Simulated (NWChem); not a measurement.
# USlater/6-311G(d,p)/def2-TZVP (core potential) run of BaF (SMILES [F][Ba])

Aim: the solvation energy at fixed shape (SMD, pyridine) of BaF at USlater/6-311G**/def2-TZVP (core potential), from 2 runs. 

The calculation is run with NWChem 7.3.0.

1 further run of the same task is left out (set aside as unsound or not needed).

## (1) Starting point

The species is BaF (2 atoms), meant as a doublet with charge 0. As SMILES, `[F][Ba]`. The shape comes from GFN2-xTB, which is rough for such elements, and wasn't checked as a minimum.

Bond lengths: F1–Ba2 1.980 Å.

## (2) Energy and one-electron properties at USlater/6-311G(d,p)/def2-TZVP (core potential)

Input file m1.nw:

```
START m1
TITLE "BaF"
memory total 2200 mb

GEOMETRY units angstroms noautosym nocenter noautoz
F      0.000000     0.000000     0.000000
Ba     0.000000     0.000000     1.980320
END

BASIS spherical bse
* library 6-311G** except Ba
Ba library def2-TZVP
END

ECP bse
Ba library def2-TZVP
END

DFT
xc slater
mult 2
grid fine
iterations 100
END

PROPERTY
efieldgrad
dipole
moldenfile
molden_norm janpa
END

TASK dft property
```

Run with:

```bash
$ nwchem m1.nw > m1.out
```

The program printed:

```text
[...]
          Wavefunction type:  spin polarized.
          No. of atoms     :     2
          No. of electrons :    19
[...]
          Charge           :     0
          Spin multiplicity:     2
[...]
          AO basis - number of functions:    58
[...]
              XC Information
              --------------
                        Slater Exchange Functional  1.000 local
             Grid Information
             ----------------
          Grid used for XC integration:  fine
          Radial quadrature: Mura-Knowles
          Angular quadrature: Lebedev.
[...]
 d= 0,ls=0.0,diis     1   -123.4230053663 -1.47D+02  2.14D-02  4.11D-01     1.2
[...]
 d= 0,ls=0.5,diis    24   -123.5698146526 -9.09D-08  7.31D-06  3.88D-08    19.2
[...]
         Total DFT energy =     -123.569814714633
      One electron energy =     -229.547026910085
           Coulomb energy =       94.248496744352
    Exchange-Corr. energy =      -12.320909059066
 Nuclear repulsion energy =       24.049624510166
[...]
      <S2> =      0.7515 (Exact =     0.7500)
[...]
   Dipole moment        1.5966030317 Debye(s)
             DMX       -0.0000111402 DMXEFC        0.0000000000
             DMY        0.0000120575 DMYEFC        0.0000000000
             DMZ        1.5966030316 DMZEFC        0.0000000000
   -EFC- dipole         0.0000000000 DEBYE(S)
   Total dipole         1.5966030317 DEBYE(S)
[...]
```

Run time: 21 s. Hardware: 1 thread of Intel Xeon Platinum 8259CL at 2.50GHz (Skylake/Cascade Lake), shared host; peak memory 0.11 GiB.

## (3) The charge distribution at USlater/6-311G(d,p)/def2-TZVP (core potential, SMD pyridine)

Input file struct.nw:

```
start struct
memory 2200 mb

geometry units angstroms noautosym nocenter noautoz
  F      0.000000     0.000000     0.000000
  Ba     0.000000     0.000000     1.980320
end

basis spherical bse
  F library 6-311G**
  Ba library def2-TZVP
end

ecp bse
  Ba library def2-TZVP
end

cosmo
  do_cosmo_smd true
  solvent pyridine
end

dft
  xc slater
  mult 2
  grid fine
  iterations 100
  noprint "final vectors analysis"
end

property
  efieldgrad
  dipole
  moldenfile
  molden_norm janpa
end

task dft property
```

Run with:

```bash
$ nwchem struct.nw > struct.out
```

The program printed:

```text
[...]
          Wavefunction type:  spin polarized.
          No. of atoms     :     2
          No. of electrons :    19
[...]
          Charge           :     0
          Spin multiplicity:     2
[...]
          AO basis - number of functions:    58
[...]
              XC Information
              --------------
                        Slater Exchange Functional  1.000 local
             Grid Information
             ----------------
          Grid used for XC integration:  fine
          Radial quadrature: Mura-Knowles
          Angular quadrature: Lebedev.
[...]
 d= 0,ls=0.0,diis     1   -123.4230053663 -1.47D+02  2.14D-02  4.11D-01     1.1
[...]
 d= 0,ls=0.5,diis    32   -123.5746958077 -8.44D-08  6.79D-06  3.52D-08    51.0
[...]
         Total DFT energy =     -123.574695873146
      One electron energy =     -229.946609775827
           Coulomb energy =       94.398088776205
    Exchange-Corr. energy =      -12.327059525226
 Nuclear repulsion energy =       24.049624510166
             COSMO energy =        0.251260141535
[...]
      <S2> =      0.7513 (Exact =     0.7500)
[...]
   Dipole moment        3.2078446950 Debye(s)
             DMX        0.0000138069 DMXEFC       -0.0000000000
             DMY       -0.0000150616 DMYEFC       -0.0000000000
             DMZ        3.2078446950 DMZEFC        0.0000000000
   -EFC- dipole         0.0000000000 DEBYE(S)
   Total dipole         3.2078446950 DEBYE(S)
[...]
```

It took 53 s on 1 thread of Intel Xeon Platinum 8259CL at 2.50GHz (Skylake/Cascade Lake), shared host; peak memory 0.11 GiB.

## (4) Summary of results

At USlater/6-311G**/def2-TZVP (core potential):

```
                                         quantity          value
                          gas phase: total energy  -123.56981 Eh
                         gas phase: dipole moment         1.60 D
    gas phase: HOMO energy (highest over α and β)       -2.39 eV
     gas phase: LUMO energy (lowest over α and β)       -0.96 eV
                                  gas phase: ⟨S²⟩          0.751
                      SMD, pyridine: total energy  -123.57470 Eh
                     SMD, pyridine: dipole moment         3.21 D
SMD, pyridine: HOMO energy (highest over α and β)       -2.15 eV
 SMD, pyridine: LUMO energy (lowest over α and β)       -0.77 eV
        SMD, pyridine: solvent term in the energy   -12.8 kJ/mol
                              SMD, pyridine: ⟨S²⟩          0.751
 energy change from gas to solvent at fixed shape      -0.133 eV
```

The solvent model (SMD, pyridine) lowers the energy by 0.13 eV (−12.8 kJ/mol) at the same shape.
